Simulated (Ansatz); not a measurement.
**BFH6SSi2: one species, many methods**

How much do the methods differ for BFH6SSi2? The plan is to run it at one geometry with functionals of several rungs and with coupled cluster, and see how far each lands from CCSD(T) at the basis-set limit for the atomisation energy.

The runs use Ansatz 0.2.0, Gaussian basis; functionals in def2-TZVPP, the program's frozen cores in correlated methods.

Plan: LDA (SPW92), PBE-D4, revPBE-D4, BLYP-D4, r2SCAN-D4, B97M-V, PBE0-D4, B3LYP-D4, r2SCANh-D4, r2SCAN0-D4, HSE06-D4, BHLYP-D4, CAM-B3LYP-D4, LC-ωPBE, ωB97X-V, ωB97M-V, B2PLYP, PBE-QIDH; CCSD(T)/def2-SVP; CCSD(T)/def2-TZVPP; MP2/def2-QZVPP; extrapolation to the limit; RPA on PBE.

### 1 The relaxed structure

All runs share one geometry, relaxed beforehand with PBE0-D4 in a triple-zeta def2 set.

SMILES `FB(S)[SiH2][SiH3]`, 11 atoms, charge 0, spin multiplicity 1.

Atoms are counted from 1 here; the program's logs count them from 0.

Bond lengths: F1–B2 1.330 Å, B2–S3 1.796 Å, B2–Si4 2.026 Å, S3–H6 1.347 Å, Si4–Si5 2.343 Å, Si4–H7 1.490 Å, Si4–H8 1.489 Å, Si5–H9 1.488 Å, Si5–H10 1.487 Å, Si5–H11 1.488 Å. Angles: F1–B2–S3 119.7°, F1–B2–Si4 120.3°, S3–B2–Si4 120.0°, B2–S3–H6 96.9°, B2–Si4–Si5 109.1°, B2–Si4–H7 110.1°, B2–Si4–H8 110.4°, Si5–Si4–H7 109.0°, Si5–Si4–H8 109.3°, H7–Si4–H8 108.9°, Si4–Si5–H9 109.8°, Si4–Si5–H10 109.9°, Si4–Si5–H11 110.8°, H9–Si5–H10 108.6°, H9–Si5–H11 108.7°, H10–Si5–H11 108.8°.

Coordinates:

```xyz
11
BFH6SSi2
F     1.8095   -1.1530    1.1240
B     0.5991   -0.6404    1.3251
S     0.2055    0.1167    2.9054
Si   -0.7781   -0.6556   -0.1606
Si   -0.1587    0.9043   -1.7950
H     1.4118   -0.0644    3.4773
H    -0.8473   -2.0087   -0.7811
H    -2.1223   -0.3017    0.3733
H    -0.1029    2.2656   -1.1976
H     1.1856    0.5664   -2.3347
H    -1.1370    0.9138   -2.9156
```

### 2 LDA

This LDA is Slater exchange with PW92 correlation.

Contents of in.yaml:

```yaml
crystal:
  periodic: [false, false, false]
  atoms:
    - {symbol: F, position_ang: [1.809495, -1.152999, 1.124049]}
    - {symbol: B, position_ang: [0.599117, -0.640400, 1.325069]}
    - {symbol: S, position_ang: [0.205472, 0.116702, 2.905424]}
    - {symbol: Si, position_ang: [-0.778073, -0.655575, -0.160627]}
    - {symbol: Si, position_ang: [-0.158661, 0.904260, -1.794984]}
    - {symbol: H, position_ang: [1.411788, -0.064434, 3.477330]}
    - {symbol: H, position_ang: [-0.847293, -2.008652, -0.781112]}
    - {symbol: H, position_ang: [-2.122252, -0.301663, 0.373325]}
    - {symbol: H, position_ang: [-0.102934, 2.265569, -1.197582]}
    - {symbol: H, position_ang: [1.185620, 0.566437, -2.334674]}
    - {symbol: H, position_ang: [-1.136978, 0.913755, -2.915619]}
basis:
  gaussian: {orbitals: def2-TZVPP}
hamiltonian: {xc: lda}
output: {orbitals: {seedname: orbitals}}
```

The runs that follow: PBE-D4 (GGA); revPBE-D4 (GGA); BLYP-D4 (GGA); r2SCAN-D4 (meta-GGA); B97M-V (meta-GGA); PBE0-D4 (hybrid); B3LYP-D4 (hybrid); r2SCANh-D4 (hybrid); r2SCAN0-D4 (hybrid); HSE06-D4 (hybrid); BHLYP-D4 (hybrid); CAM-B3LYP-D4 (range-separated); LC-ωPBE (range-separated); ωB97X-V (range-separated); ωB97M-V (range-separated); B2PLYP (double hybrid); PBE-QIDH (double hybrid); CCSD(T) in def2-SVP; CCSD(T) in def2-TZVPP; MP2 in def2-QZVPP; RPA on PBE orbitals.

Before running them: what should the planned runs give, taken together? Wanted: atomisation energy, CCSD(T)/CBS; farthest beyond LDA; mean size of error, GGA; mean size of error, meta-GGA; mean size of error, hybrid; mean size of error, range-separated; mean size of error, double hybrid; gap, smallest and largest; T1 diagnostic.

As calculated:

| quantity | value |
| --- | --- |
| atomisation energy, CCSD(T)/CBS | 3559.8 kJ/mol |
| functionals within 17.8 kJ/mol (0.5 %) | PBE0-D4, B3LYP-D4, r2SCANh-D4, r2SCAN0-D4, HSE06-D4, CAM-B3LYP-D4, ωB97M-V |
| farthest beyond LDA | BHLYP-D4 (-63.8 kJ/mol) |
| mean size of error, GGA | 30.5 kJ/mol |
| mean size of error, meta-GGA | 39.0 kJ/mol |
| mean size of error, hybrid | 18.1 kJ/mol |
| mean size of error, range-separated | 23.8 kJ/mol |
| mean size of error, double hybrid | 37.1 kJ/mol |
| gap, smallest and largest | 4.46 eV (LDA (SPW92)), 11.35 eV (LC-ωPBE) |
| T1 diagnostic | 0.0146 |
| triples share of the correlation energy | 3.7 % |

The LDA atomisation energy is off by 457.0 kJ/mol (13 %): it overbinds. PBE-D4 is off by +28.1 kJ/mol. Double hybrids carry the basis error of their MP2 part in triple zeta, and no dispersion term here, so their miss is partly the set-up's. By mean error the best rung here is hybrid (18.1 kJ/mol) and the worst beyond LDA is meta-GGA (39.0 kJ/mol). The gap between the best rungs is small, so their order is not settled. Misses under about 17.8 kJ/mol are within the doubt on the reference itself, which lacks core-valence correlation, relativity and higher excitations. Hartree-Fock recovers 76 % of the binding; the rest is correlation. CCSD(T) in def2-SVP is off by -211.6 kJ/mol, so the small basis spoils what the method gains. Orbital gaps span 4.5 to 11.4 eV; exact exchange widens them.
